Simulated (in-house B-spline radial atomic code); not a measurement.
# Tl³⁺: binding energies from hole states

How tightly is each shell of Tl³⁺ bound, and how much do the other electrons relax when one leaves?

Program: in-house B-spline radial atomic code version 1. Level of theory: Dirac-Hartree-Fock, average of configuration, Fermi nucleus, basis-set limit. These are calculated values, not measurements, unless marked.

## 1. The system

| Item | Value |
| --- | --- |
| element | thallium (Z = 81) |
| charge | +3 |
| electrons | 78 |
| configuration | [Xe] 4f14 5d10 |
| Hamiltonian | Dirac-Coulomb |
| nucleus | Fermi, rms radius 5.476 fm |

Outer shells as boxes (Hund's rule):

[Xe] 4f14 5d10
```
[Xe] core
4f [↑↓][↑↓][↑↓][↑↓][↑↓][↑↓][↑↓]
5d [↑↓][↑↓][↑↓][↑↓][↑↓]
```

Settings, as recorded:

```ini
Z = 81
electrons = 78.0
configuration = [Xe] 4f14 5d10
hamiltonian = dirac
method = hf
spin_polarised = False
nucleus = fermi
rms_radius = 5.4759
mass_number = 205
atomic_mass = 204.974427318
speed_of_light = 137.035999084
```

From the earlier run of the reference: total energy -20272.948501 hartree. Levels, eight at most:

```
orbital  occupation  energy (eV)  <r> (bohr)
  4d5/2           6      -438.54      0.4432
  5s1/2           2      -181.70      0.8910
  4f5/2           6      -170.33      0.4623
  4f7/2           8      -165.54      0.4686
  5p1/2           2      -137.53      0.9538
  5p3/2           4      -116.64       1.040
  5d3/2           4      -53.077       1.303
  5d5/2           6      -50.624       1.349
```

## 2. The 3d3/2 hole

In configurations, a minus sign after the shell means j = l − 1/2 and a plus sign j = l + 1/2; the count of electrons follows.

Settings, as recorded:

```ini
Z = 81
electrons = 77.0
configuration = 1s2 2s2 2p6 3s2 3p6 3d-3 3d+6 4s2 4p6 4d10 4f14 5s2 5p6 5d10
hamiltonian = dirac
method = hf
spin_polarised = False
nucleus = fermi
rms_radius = 5.4759
mass_number = 205
atomic_mass = 204.974427318
speed_of_light = 137.035999084
```

## 3. The 3d5/2 hole

Changes to the settings of step 2:

```diff
@@ -2,3 +2,3 @@
 electrons = 77.0
-configuration = 1s2 2s2 2p6 3s2 3p6 3d-3 3d+6 4s2 4p6 4d10 4f14 5s2 5p6 5d10
+configuration = 1s2 2s2 2p6 3s2 3p6 3d-4 3d+5 4s2 4p6 4d10 4f14 5s2 5p6 5d10
 hamiltonian = dirac
```

## 4. The 4s hole

Changes to the settings of step 3:

```diff
@@ -2,3 +2,3 @@
 electrons = 77.0
-configuration = 1s2 2s2 2p6 3s2 3p6 3d-4 3d+5 4s2 4p6 4d10 4f14 5s2 5p6 5d10
+configuration = 1s2 2s2 2p6 3s2 3p6 3d10 4s1 4p6 4d10 4f14 5s2 5p6 5d10
 hamiltonian = dirac
```

## 5. The 4p1/2 hole

Changes to the settings of step 4:

```diff
@@ -2,3 +2,3 @@
 electrons = 77.0
-configuration = 1s2 2s2 2p6 3s2 3p6 3d10 4s1 4p6 4d10 4f14 5s2 5p6 5d10
+configuration = 1s2 2s2 2p6 3s2 3p6 3d10 4s2 4p-1 4p+4 4d10 4f14 5s2 5p6 5d10
 hamiltonian = dirac
```

## 6. The 4p3/2 hole

Changes to the settings of step 5:

```diff
@@ -2,3 +2,3 @@
 electrons = 77.0
-configuration = 1s2 2s2 2p6 3s2 3p6 3d10 4s2 4p-1 4p+4 4d10 4f14 5s2 5p6 5d10
+configuration = 1s2 2s2 2p6 3s2 3p6 3d10 4s2 4p-2 4p+3 4d10 4f14 5s2 5p6 5d10
 hamiltonian = dirac
```

## 7. The 4d3/2 hole

Changes to the settings of step 6:

```diff
@@ -2,3 +2,3 @@
 electrons = 77.0
-configuration = 1s2 2s2 2p6 3s2 3p6 3d10 4s2 4p-2 4p+3 4d10 4f14 5s2 5p6 5d10
+configuration = 1s2 2s2 2p6 3s2 3p6 3d10 4s2 4p6 4d-3 4d+6 4f14 5s2 5p6 5d10
 hamiltonian = dirac
```

## 8. The 4d5/2 hole

Changes to the settings of step 7:

```diff
@@ -2,3 +2,3 @@
 electrons = 77.0
-configuration = 1s2 2s2 2p6 3s2 3p6 3d10 4s2 4p6 4d-3 4d+6 4f14 5s2 5p6 5d10
+configuration = 1s2 2s2 2p6 3s2 3p6 3d10 4s2 4p6 4d-4 4d+5 4f14 5s2 5p6 5d10
 hamiltonian = dirac
```

Before running: What does each hole state cost in eV, and how does that compare with the orbital energies or single holes?

As calculated:

| hole | ΔSCF (eV) | with Breit, QED, recoil (eV) | −ε of the parent (eV) | −ε less ΔSCF (eV) |
| --- | --- | --- | --- | --- |
| 3d3/2 | 2528.44 | 2523.88 | 2562.02 | 33.58 |
| 3d5/2 | 2430.62 | 2427.59 | 2463.42 | 32.80 |
| 4s | 894.52 | 891.66 | 907.69 | 13.17 |
| 4p1/2 | 768.17 | 765.67 | 781.30 | 13.13 |
| 4p3/2 | 654.71 | 653.44 | 666.55 | 11.84 |
| 4d3/2 | 448.51 | 447.93 | 460.22 | 11.72 |
| 4d5/2 | 427.24 | 426.99 | 438.54 | 11.31 |

Every ΔSCF value lies below −ε, since the other electrons relax into the hole: by 33.6 eV for 3d3/2 and 11.31 eV for 4d5/2. The spin-orbit splitting of the 3d hole is 96.29 eV with those corrections. Values are for the free ion, measured from the vacuum level.
